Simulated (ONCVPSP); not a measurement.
# An ONCV potential for selenium, from input to tests

Task: generate the file, and judge it by its errors in other configurations, its logarithmic derivatives, its ghosts and its cutoff.

Program: ONCVPSP 4.0.1.1 (patched build). Reference atom: PBE, scalar-relativistic, spherical and spin-unpolarised. All values are calculated.

## Step 1: Settings

The settings as typed:

```json
{
  "element": "selenium (Se, Z = 34)",
  "type": "optimised norm-conserving Vanderbilt (ONCV)",
  "frozen core": "[Ar] 3d10",
  "valence charge": "6",
  "reference configuration": "4s2 4p3.5 (charge +0.5)",
  "partial waves": "4s: rc 1.60 bohr, ncon 4, nbas 9, qcut 4.5 1/bohr, 2 projectors, debl 0.8 Ha; 4p: rc 1.35 bohr, ncon 5, nbas 9, qcut 5.9 1/bohr, 2 projectors, debl 3.4 Ha; d scattering state at 0.05 Ha: rc 1.40 bohr, ncon 4, nbas 8, qcut 6.3 1/bohr, 2 projectors, debl 3.8 Ha",
  "local potential": "polynomial inside 1.10 bohr (lpopt 5, dvloc0 4 Ha)",
  "core correction": "Teter function, fcfact 5.5, rcfact 1.5"
}
```

The nodes and maxima of the atom's own shells, from an earlier all-electron run, set the scale for the radii.

All-electron outer shells of the reference configuration (PBE, scalar-relativistic, ld1.x):

```csv
shell,level (eV),outermost node (bohr),outermost maximum (bohr)
3p,-157.99,0.21,0.50
3d,-58.12,–,0.45
4s,-21.90,0.70,1.51
4p,-10.79,0.74,1.77
```

## Step 2: The generation run

File Se.dat:

```
# ATOM AND REFERENCE CONFIGURATION
# atsym  z   nc   nv     iexc    psfile
  Se 34.00    6    2        4      upf
#
#   n    l    f
    1    0    2.00
    2    0    2.00
    2    1    6.00
    3    0    2.00
    3    1    6.00
    3    2   10.00
    4    0    2.00
    4    1    3.50
#
# PSEUDOPOTENTIAL AND OPTIMIZATION
# lmax
    2
#
#   l,   rc,      ep,       ncon, nbas, qcut
    0    1.60    0.00    4    9    4.50
    1    1.35    0.00    5    9    5.90
    2    1.40    0.05    4    8    6.30
#
# LOCAL POTENTIAL
# lloc, lpopt,  rc(5),   dvloc0
    4    5    1.10    4.00
#
# VANDERBILT-KLEINMAN-BYLANDER PROJECTORs
# l, nproj, debl
    0    2    0.80
    1    2    3.40
    2    2    3.80
#
# MODEL CORE CHARGE
# icmod, fcfact, rcfact
    3    5.50    1.50
#
# LOG DERIVATIVE ANALYSIS
# epsh1, epsh2, depsh
   -2.00    5.00    0.02
#
# OUTPUT GRID
# rlmax, drl
    6.00    0.01
#
# TEST CONFIGURATIONS
# ncnf
    4
# nvcnf
#   n    l    f
    2
    4    0    2.00
    4    1    4.00
#
    2
    4    0    2.00
    4    1    3.00
#
    2
    4    0    2.00
    4    1    2.00
#
    2
    4    0    2.00
    4    1    0.00
#
```

Launch:

```console
$ oncvpsp.x < Se.dat > Se.out
```

**Question.** What will these runs give? Wanted: cutoffs for 1 and 0.1 mHa per electron, occupied waves; bound ghosts; GHOST(+) flags; largest test error; largest phase difference near zero energy, channels read; rms error of d²Exc/dn², without and with the model core; projector energies reset by the program.

The runs gave:

| quantity | value |
| --- | --- |
| cutoffs for 1 and 0.1 mHa per electron, occupied waves | 115 Ha and 142 Ha |
| bound ghosts | p at -107.89 eV, d at -9.90 eV |
| GHOST(+) flags | s at 108 eV |
| largest test error (AE − PS) | -612 meV, for 4s2 4p0 |
| largest phase difference near zero energy, channels read | 0.684 rad |
| rms error of d²Exc/dn², without and with the model core | 4.43 and 3.38 mHa |
| projector energies reset by the program | s: -0.805, 0.250 Ha |

A bound ghost (p, d) makes it unfit for use: electrons can fall into a state that the atom doesn't have. The worst unpolarised test, 4s2 4p0, is off by 612 meV on 99.9 eV; by total energies transferability rates as poor. That test lies far up in energy; among those under 40 eV, nearer to bonding, the largest error is 50 meV. By its cutoff, 115 Ha for the looser tolerance, it is very hard. At the looser tolerance the 4p wave is the slowest; 4s needs 12 Ha. Of the channels read, d scatters worst near zero energy, by up to 0.68 rad (at the energies tabulated). The program also flags highly localised states, GHOST(+) (s). All of this concerns the isolated atom, not yet a solid.
